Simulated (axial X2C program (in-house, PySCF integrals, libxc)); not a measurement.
# SrO: properties at the nuclei

Wanted for SrO: properties at the nuclei, at the two-component level.

Method: two-component X2C with atomic mean-field terms, Sr dyall-cv3z, O dyall-av3z; program: an in-house X2C program for linear molecules on PySCF integrals.

All values are calculated.

### 1 Input

The input, task.json:

```json
{"zs": [38, 8], "q": 0, "bas": ["dyall-cv3z", "dyall-av3z"], "r0": 2.14, "levels": ["PBE0", "HF", "PBE50", "BP86", "B3LYP"], "nst": 3}
```

Keys: zs atomic numbers; q charge; bas basis sets; r0 starting distance in Å; levels methods (HF also brings MP2); nst determinants followed.

On the command line:

```sh
> python soeom.py task.json out
```

Further steps of the session: Expectation values, lowest determinant; Expectation values, a higher determinant; Expectation values, a higher determinant.

Before running it: what results should come out? Wanted: lowest determinant; qzz Sr; qzz O; μ; higher determinant; Eeff magnitude; Ws magnitude Sr; A∥/gI Sr (for each run or level that gives them).

As calculated:

| quantity | value |
| --- | --- |
| lowest determinant | Ω = 0 (closed shell) |
| qzz Sr (a.u.), PBE0 | -0.76 |
| qzz O (a.u.), PBE0 | -0.24 |
| μ (D), PBE0 | -8.86 |
| higher determinant | Ω = 1 (excess of +ω over −ω: 2 × ω = 1/2) |
| Eeff magnitude (GV/cm), PBE0, higher determinant | 0.0615 |
| Ws magnitude Sr (kHz), PBE0, higher determinant | 0.027 |
| A∥/gI Sr (MHz), PBE0, higher determinant | 1440 |
| qzz Sr (a.u.), PBE0, higher determinant | -1.10 |
| higher determinant | Ω = 2 (excess of +ω over −ω: ω = 1/2, ω = 3/2) |
| Eeff magnitude (GV/cm), PBE0, higher determinant | 1.79 |
| Ws magnitude Sr (kHz), PBE0, higher determinant | 0.403 |
| A∥/gI Sr (MHz), PBE0, higher determinant | 539 |
| qzz Sr (a.u.), PBE0, higher determinant | -2.30 |

The expectation values come from single determinants, which for open shells can mix terms of unlike spin or miss the lowest Ω, so a determinant need not be a state. Eeff is the effective electric field on the electron dipole moment in this Ω state and Ws the scalar–pseudoscalar constant (defined with the proton number Z and per Ω); A∥ is the parallel hyperfine constant, which follows by multiplying with the nuclear g factor gI = μI/(I μN); qzz is the electric field gradient, eQq0 = 234.96 MHz × Q/barn × qzz; μ is positive if O is the positive end. The operators were transformed with the bare-nucleus X2C matrices.
